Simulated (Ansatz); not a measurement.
What does this script print? It uses the Ansatz DFT code, driven from Python.

`edit_s.py`:
```python
'''Keys set on an Input object, for S.'''

import warnings

import ansatz as az
from tabulate import tabulate

warnings.simplefilter('ignore', az.DeckWarning)

material = (
    az.Lattice.from_parameters(3.277, 3.277, 2.584, alpha=90, beta=90, gamma=120)
    .space_group(166)
    .atom('S', [0.0, 0.0, 0.0])
    .primitive()
)

job = (
    material.calculation()
    .functional('pbesol')
    .pseudopotentials('paw')
    .basis(380, density_ratio=8)
    .kpoints(density=1.9)
    .occupations(az.OccupationsMethod.METHFESSEL_PAXTON, width=0.01)
    .eigensolver('auto', full_accuracy=True)
    .band_table()
)
typed = job.input()
rows = []
for value in [2, 5, 10]:
    edited = typed.set(az.key.scf.mixing.ndim, value)
    rep = az.Session.from_dict(edited).plan().execute().report
    rows.append((value, rep['free_energy_ev'], rep['n_iterations'], len(rep['eigenvalues_ev'][0]) if 'eigenvalues_ev' in rep else 0))
print(tabulate(rows, headers=['history', 'F eV', 'iterations', 'bands listed'], floatfmt='.4f', tablefmt='plain'))
print(edited.to_yaml())
```

`python edit_s.py` gives:
```text
  history       F eV    iterations    bands listed
        2  -881.4853             4               7
        5  -881.4853             4               7
       10  -881.4853             4               7
crystal:
  lattice:
    a: 3.277
    b: 3.277
    c: 2.584
    alpha: 90.0
    beta: 90.0
    gamma: 120.0
  space_group: 166
  atoms:
    - { symbol: S, position: [0.0, 0.0, 0.0] }
  reduce_to_primitive: true
basis:
  ecutwfc: 380.0
  ecutrho_ratio: 8
kpoints:
  mp_grid:
    kspacing: 0.5263157894736842
hamiltonian:
  xc: pbesol
  pseudopotentials:
    kind: paw
scf:
  occupations:
    method: methfessel_paxton
    width: 0.01
  eigensolver:
    kind: auto
    full_accuracy: true
  mixing:
    ndim: 10
output:
  eigenvalues: true
```

Notes:
- The settings weren't tested for convergence.
- The cutoff lies under the one recommended for these potentials.
- For a metal this mesh is far too coarse, so the numbers only illustrate the procedure.
- This isn't the structure that S takes at ambient conditions.
- The script silences the warnings on its input, which a real study should read.
- Run time: 1.9 s on 1 thread of Arm Neoverse V1, on a shared host, peak memory 0.3 GiB.

(Lines on the test bed's own set-up are left out of the output.)
